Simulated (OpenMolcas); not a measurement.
**A workflow on CH4FGeN (SMILES [H]/N=[C](/F)[GeH3])**

We compute a single-point energy (HF/ANO-R0), then a single-point energy (CASSCF(2,2)/ANO-R1), then the energy along one coordinate (CASPT2(2,2)/ANO-R1), then the energy along one coordinate (SC-NEVPT2(2,2)/ANO-R1), then the energy along one coordinate (MC-PDFT[tPBE](2,2)/ANO-R1) of CH4FGeN. 

The results are computed with OpenMolcas 26.06.

## 1. The molecule

CH4FGeN: 8 atoms, total charge 0, spin state singlet. SMILES: `[H]/N=[C](/F)[GeH3]`. The coordinates come from a PBE0-D4/def2-TZVP relaxation.

Bond lengths: N1–C2 1.246 Å, C2–F3 1.346 Å, C2–Ge4 1.978 Å, N1–H5 1.016 Å, Ge4–H6 1.532 Å, Ge4–H7 1.534 Å, Ge4–H8 1.532 Å. Angles: N1–C2–F3 117.4°, N1–C2–Ge4 131.1°, F3–C2–Ge4 111.5°, C2–N1–H5 111.2°, C2–Ge4–H6 108.9°, C2–Ge4–H7 106.6°, C2–Ge4–H8 108.9°, H6–Ge4–H7 111.0°, H6–Ge4–H8 110.4°, H7–Ge4–H8 111.0°.

## 2. The energy at HF/ANO-R0 (sfX2C) (run 1)

input.xyz reads:

```xyz
8

N      1.895900     0.222300    -0.348500
C      0.908100     0.027300     0.385600
F      1.137400    -0.127100     1.702400
Ge    -1.019900    -0.103800    -0.035500
H      1.617200     0.325400    -1.319900
H     -1.766200     1.006900     0.710300
H     -1.149700     0.071600    -1.553900
H     -1.530700    -1.479600     0.403700
```

step1.inp reads:

```
>>> EXPORT MOLCAS_PRINT=2

&GATEWAY
 Coord
 input.xyz
 Basis
 ANO-R0
 Group
 NoSym

&SEWARD

&SCF
 PrOrbitals
 0

&LOCALISATION
 Occupied
 Freeze
 Pipek-Mezey

&LOCALISATION
 FileOrb
 $Project.LocOrb
 Virtual
 Pipek-Mezey
```

Run with:

```bash
export MOLCAS_MEM=1860
pymolcas step1.inp > step1.log
```

Output:

```text
--- Start Module: gateway ---
[...]
--- Stop Module: gateway /rc=_RC_ALL_IS_WELL_ ---
[...]
      Basis functions           37
[...]
       Convergence after  12 Iterations
[...]
::    Total SCF energy                              -2290.7194269249
[...]
      Total spin, S                                     0.0000000000
[...]
      Total electronic charge=   58.000000
      Total            charge=   -0.000000
[...]
      Dipole Moment (debye):
      Origin of the operator (angstrom)=   -0.1561   -0.0547    0.2252
                   X=  2.6866E-03               Y=  1.4010E-01               Z= -1.0431E+00           Total=  1.0525E+00
      Quadrupole Moment (debye*angstrom):
[...]
--- Start Module: localisation ---
[...]
--- Stop Module: localisation /rc=_RC_ALL_IS_WELL_ ---
--- Start Module: localisation ---
[...]
--- Stop Module: localisation /rc=_RC_ALL_IS_WELL_ ---
[...]
```

Wall time 4.8 s (1 thread of AMD EPYC 7R43 (Zen 3), shared host); peak memory 0.42 GiB.

## 3. The energy at CASSCF(2,2)/ANO-R1 (sfX2C, RICD fitting) (run 2)

input.xyz is that of step 2.

step2.input reads:

```
>>> EXPORT MOLCAS_PRINT=2
&GATEWAY
Coord=input.xyz
Basis=ANO-R0
Group=NoSym
&SEWARD
&RASSCF
FileOrb=$CurrDir/step1.LocOrb
Alter=2
1 22 29
1 30 36
Spin=1
Nactel=2 0 0
Inactive=28
Ras2=2
OrbListing=Nothing
>>> COPY $Project.RunFile RUNFIL1
>>> COPY $Project.RasOrb INPORB
&GATEWAY
Coord=input.xyz
Basis=ANO-R1
Group=NoSym
RICD
&SEWARD
>>> COPY $Project.RunFile RUNFIL2
&EXPBAS
&RASSCF
FileOrb=$Project.ExpOrb
Spin=1
Nactel=2 0 0
Inactive=28
Ras2=2
OrbListing=Nothing
OrbAppear=Compact
```

Run with:

```bash
export MOLCAS_MEM=1860
pymolcas step2.input > step2.log
```

Output:

```text
--- Start Module: gateway ---
[...]
      Basis functions           37
[...]
      Number of active orbitals                  2
[...]
      Spin quantum number                      0.0
[...]
      Active orbitals                            2
[...]
      Number of CSFs                             3
[...]
      Number of root(s) required                 1
[...]
      Convergence after 11 iterations
[...]
      printout of CI-coefficients larger than  0.05 for root  1
      energy=   -2290.741965
      conf/sym  11     Coeff  Weight
             1  20   0.99330 0.98664
             3  02  -0.11559 0.01336
      Natural orbitals and occupation numbers for root  1
      sym 1:   1.973279   0.026721
      ************************************************************************************************************************
      *                                                    Final results                                                     *
[...]
::    RASSCF root number  1 Total energy:  -2290.74196487
[...]
      Basis functions          101
[...]
      Convergence after 20 iterations
[...]
      Natural orbitals and occupation numbers for root  1
      sym 1:   1.979937   0.020063
      ************************************************************************************************************************
      *                                                    Final results                                                     *
[...]
::    RASSCF root number  1 Total energy:  -2291.41826884
[...]
      Total electronic charge=   58.000000
      Total            charge=   -0.000000
[...]
      Dipole Moment (debye):
      Origin of the operator (angstrom)=   -0.1561   -0.0547    0.2252
                   X= -2.8806E+00               Y= -5.0854E-02               Z= -1.7157E+00           Total=  3.3532E+00
      Quadrupole Moment (debye*angstrom):
[...]
```

Wall time 20 s (1 thread of AMD EPYC 7R43 (Zen 3), shared host); peak memory 0.42 GiB.

## 4. An energy scan at CASPT2(2,2)/ANO-R1 (sfX2C, RICD fitting, ipea shift 0.25 Eh, pt2 variant SS) (run 3)

step3.inp reads:

```
>>> EXPORT MOLCAS_PRINT=2
>>> COPY $CurrDir/step2.RasOrb $Project.RasOrb
>>> ForEach K in (1, 2, 3, 4, 5, 6, 7, 8, 9)
&GATEWAY
Coord
$CurrDir/point$K.xyz
Basis
ANO-R1
Group
NoSym
RICD
&SEWARD
&RASSCF
FileOrb
$Project.RasOrb
Spin
1
Nactel
2 0 0
Inactive
28
Ras2
2
OrbListing
Nothing
OrbAppear
Compact
&CASPT2
Imaginary
0.2
Frozen
12
>>> EndDo
```

Run with:

```bash
export MOLCAS_MEM=1860
pymolcas step3.inp > step3.log
```

Output:

```text
[...]
      Basis functions          101
[...]
      Number of active orbitals                  2
[...]
      Spin quantum number                      0.0
[...]
      Active orbitals                            2
[...]
      Number of CSFs                             3
[...]
      Number of root(s) required                 1
[...]
      Convergence after 12 iterations
[...]
      printout of CI-coefficients larger than  0.05 for root  1
      energy=   -2291.400149
      conf/sym  11     Coeff  Weight
             1  20   0.99703 0.99407
             3  02  -0.07703 0.00593
      Natural orbitals and occupation numbers for root  1
      sym 1:   1.988133   0.011867
      ************************************************************************************************************************
      *                                                    Final results                                                     *
[...]
::    RASSCF root number  1 Total energy:  -2291.40014876
[...]
::    CASPT2 Root  1     Total energy:  -2292.35787563
[...]
      Convergence after 12 iterations
[...]
      Natural orbitals and occupation numbers for root  1
      sym 1:   1.979899   0.020101
      ************************************************************************************************************************
      *                                                    Final results                                                     *
[...]
      Convergence after 15 iterations
[...]
      Convergence after 19 iterations
[...]
      Convergence after 20 iterations
[...]
::    RASSCF root number  1 Total energy:  -2291.26732203
[...]
::    CASPT2 Root  1     Total energy:  -2292.18403261
[...]
      Convergence after 21 iterations
[...]
::    RASSCF root number  1 Total energy:  -2291.26562770
[...]
      Reference weight:           0.82271
[...]
::    CASPT2 Root  1     Total energy:  -2292.18025169
[...]
```

Run time: 2.5 min. Hardware: 1 thread of AMD EPYC 7R43 (Zen 3), shared host; peak memory 0.16 GiB.

The scan, from its lowest point:

| F3–C2 (Å) | energy (kJ/mol) |
| --- | --- |
| 1.211 | 41.5 |
| 1.346 | 0.0 |
| 1.480 | 32.5 |
| 1.682 | 127.9 |
| 1.951 | 258.9 |
| 2.287 | 382.0 |
| 2.691 | 463.0 |
| 3.229 | 497.9 |
| 4.037 | 507.8 |

## 5. The energy along one coordinate at SC-NEVPT2(2,2)/ANO-R1 (sfX2C, RICD fitting, pt2 variant SC-NEVPT2) (run 4)

step4.inp reads:

```
* CH4FGeN NEVPT2
>>> EXPORT MOLCAS_PRINT=2
>>> COPY $CurrDir/step2.RasOrb $Project.RasOrb
>>> ForEach K in (1, 2, 3, 4, 5, 6, 7, 8, 9)

&GATEWAY
 Coord=$CurrDir/point$K.xyz
 Basis=ANO-R1
 Group=NoSym
 RICD

&SEWARD

&RASSCF
 FileOrb=$Project.RasOrb
 Spin=1
 Nactel=2 0 0
 Inactive=28
 Ras2=2
 OrbListing=Nothing
 OrbAppear=Compact

&CASPT2
 SC-NEVPT2
 Frozen=12
>>> EndDo
```

Run with:

```bash
export MOLCAS_MEM=1860
pymolcas step4.inp > step4.log
```

Output:

```text
--- Start Module: gateway ---
[...]
      Basis functions          101
[...]
      Number of active orbitals                  2
[...]
      Spin quantum number                      0.0
[...]
      Active orbitals                            2
[...]
      Number of CSFs                             3
[...]
      Number of root(s) required                 1
[...]
      Convergence after 12 iterations
[...]
      printout of CI-coefficients larger than  0.05 for root  1
      energy=   -2291.400149
      conf/sym  11     Coeff  Weight
             1  20   0.99703 0.99407
             3  02  -0.07703 0.00593
      Natural orbitals and occupation numbers for root  1
      sym 1:   1.988133   0.011867
      ************************************************************************************************************************
      *                                                    Final results                                                     *
[...]
::    RASSCF root number  1 Total energy:  -2291.40014876
[...]
::    SC-NEVPT2 Root  1     Total energy:  -2292.35395510
[...]
      Convergence after 12 iterations
[...]
      Natural orbitals and occupation numbers for root  1
      sym 1:   1.979899   0.020101
      ************************************************************************************************************************
      *                                                    Final results                                                     *
[...]
      Convergence after 15 iterations
[...]
      Convergence after 19 iterations
[...]
      Convergence after 20 iterations
[...]
::    RASSCF root number  1 Total energy:  -2291.26732203
[...]
::    SC-NEVPT2 Root  1     Total energy:  -2292.17823103
[...]
      Convergence after 21 iterations
[...]
::    RASSCF root number  1 Total energy:  -2291.26562770
[...]
::    SC-NEVPT2 Root  1     Total energy:  -2292.17487545
[...]
```

Wall time 2.4 min (1 thread of AMD EPYC 7R43 (Zen 3), shared host); peak memory 0.16 GiB.

The scan, from its lowest point:

```
F3–C2 (Å)  energy (kJ/mol)
    1.211             46.7
    1.346              0.0
    1.480             29.0
    1.682            123.4
    1.951            258.8
    2.287            390.8
    2.691            475.0
    3.229            508.0
    4.037            516.9
```

## 6. An energy scan at MC-PDFT[tPBE](2,2)/ANO-R1 (sfX2C, RICD fitting) (run 5)

step5.input reads:

```
* CH4FGeN MC-PDFT
>>> COPY $CurrDir/step2.RasOrb $Project.RasOrb
>>> ForEach K in (1, 2, 3, 4, 5, 6, 7, 8, 9)

&GATEWAY
  COORD=$CurrDir/point$K.xyz
  BASIS=ANO-R1
  GROUP=NoSym
  RICD

&SEWARD

&RASSCF
  FILEORB=$Project.RasOrb
  SPIN=1
  NACTEL=2 0 0
  INACTIVE=28
  RAS2=2
  ORBLISTING=Nothing
  ORBAPPEAR=Compact

&MCPDFT
  KSDFT=T:PBE
>>> EndDo
```

Run with:

```bash
export MOLCAS_MEM=1860
pymolcas step5.input > step5.log
```

Output:

```text
--- Start Module: gateway ---
[...]
      Basis functions          101
[...]
      Number of active orbitals                  2
[...]
      Spin quantum number                      0.0
[...]
      Active orbitals                            2
[...]
      Number of CSFs                             3
[...]
      Number of root(s) required                 1
[...]
      Convergence after 12 iterations
[...]
      printout of CI-coefficients larger than  0.05 for root  1
      energy=   -2291.400149
      conf/sym  11     Coeff  Weight
             1  20   0.99703 0.99407
             3  02  -0.07703 0.00593
      Natural orbitals and occupation numbers for root  1
      sym 1:   1.988133   0.011867
      ************************************************************************************************************************
      *                                                    Final results                                                     *
[...]
::    RASSCF root number  1 Total energy:  -2291.40014876
[...]
::    MCPDFT root number  1 Total energy:  -2293.55465224
[...]
      Convergence after 12 iterations
[...]
      Natural orbitals and occupation numbers for root  1
      sym 1:   1.979899   0.020101
      ************************************************************************************************************************
      *                                                    Final results                                                     *
[...]
      Convergence after 15 iterations
[...]
      Convergence after 19 iterations
[...]
      Convergence after 20 iterations
[...]
::    RASSCF root number  1 Total energy:  -2291.26732203
[...]
::    MCPDFT root number  1 Total energy:  -2293.37148678
[...]
      Convergence after 21 iterations
[...]
::    RASSCF root number  1 Total energy:  -2291.26562770
[...]
::    MCPDFT root number  1 Total energy:  -2293.36710721
[...]
```

Run time: 2.7 min. Hardware: 1 thread of AMD EPYC 7R43 (Zen 3), shared host; peak memory 0.16 GiB.

The scan, from its lowest point:

```csv
F3–C2 (Å),energy (kJ/mol)
1.211,43.9
1.346,0.0
1.480,26.2
1.682,109.5
1.951,230.5
2.287,366.0
2.691,476.0
3.229,524.8
4.037,536.3
```

## 7. Summary of results

| quantity | value |
| --- | --- |
| run 1, HF/ANO-R0: total energy | -2290.71943 Eh |
| run 1, HF/ANO-R0: dipole moment | 1.05 D |
| run 1, HF/ANO-R0: HOMO energy | -11.44 eV |
| run 1, HF/ANO-R0: LUMO energy | 2.01 eV |
| run 1, HF/ANO-R0: HOMO–LUMO gap | 13.45 eV |
| run 2, CASSCF(2,2)/ANO-R1: total energy | -2291.41827 Eh |
| run 2, CASSCF(2,2)/ANO-R1: dipole moment (CASSCF density) | 3.35 D |
| run 3, CASPT2(2,2)/ANO-R1: lowest energy of the scan | -2292.37367 Eh |
| run 4, SC-NEVPT2(2,2)/ANO-R1: lowest energy of the scan | -2292.37174 Eh |
| run 5, MC-PDFT[tPBE](2,2)/ANO-R1: lowest energy of the scan | -2293.57136 Eh |

In words: Mulliken charges (run 2, CASSCF(2,2)/ANO-R1) run from -0.35 on N1 to +0.39 on Ge4.
